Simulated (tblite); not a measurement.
# C3H11PSSi2: the cost of one run

The runs use tblite 0.8.0 and PySCF 2.14.0, with density-fitted response routines of our own; the level of theory stands in each step. All values are computed, except where a source is named. Atoms are numbered from 0 throughout.

## (1) Starting geometry

18 atoms, charge 0, multiplicity 1; geometry from: force field or distance geometry start.

Bonds of the start (Å): P0–Si1 2.22, Si1–S2 2.11, S2–Si3 2.14, Si3–C4 1.87, C4–C5 1.51, C5–C6 1.50, C6–C4 1.50, P0–H7 1.41, P0–H8 1.41, Si1–H9 1.50, Si1–H10 1.48, Si3–H11 1.47, Si3–H12 1.50, C4–H13 1.09, C5–H14 1.08, C5–H15 1.09, C6–H16 1.09, C6–H17 1.08.

## (2) Geometry optimisation with GFN2-xTB

Job settings and geometry (Å):

```
{"job": {"kind": "relax", "xc": "GFN2-xTB", "basis": "xTB"}, "charge": 0, "multiplicity": 1}
P      4.735000     0.082300     0.084900
Si     2.693000     0.465500     0.877800
S      1.331300     0.039600    -0.681300
Si    -0.401500     0.530900     0.471400
C     -1.909300     0.240600    -0.587500
C     -2.426200    -1.160700    -0.797700
C     -3.204600    -0.182200     0.036100
H      4.573500     0.808200    -1.117300
H      4.454700    -1.178800    -0.490000
H      2.447200    -0.446900     2.037900
H      2.586800     1.880500     1.291100
H     -0.332400     1.938400     0.905700
H     -0.448700    -0.356100     1.682800
H     -1.957000     0.914300    -1.445500
H     -2.815000    -1.411400    -1.771900
H     -1.948100    -1.992200    -0.275800
H     -3.258500    -0.367000     1.111000
H     -4.129000     0.201400    -0.376800
```

Launch:

```sh
$ OMP_NUM_THREADS=1 python probes_run.py task.json out
```

One launch serves the whole session: the jobs run in the order shown.

Q: Estimate the wall time and peak memory of this first job on 1 thread of Arm Neoverse N1, shared host.

About 2.1 s, with a peak of 0.18 GiB.
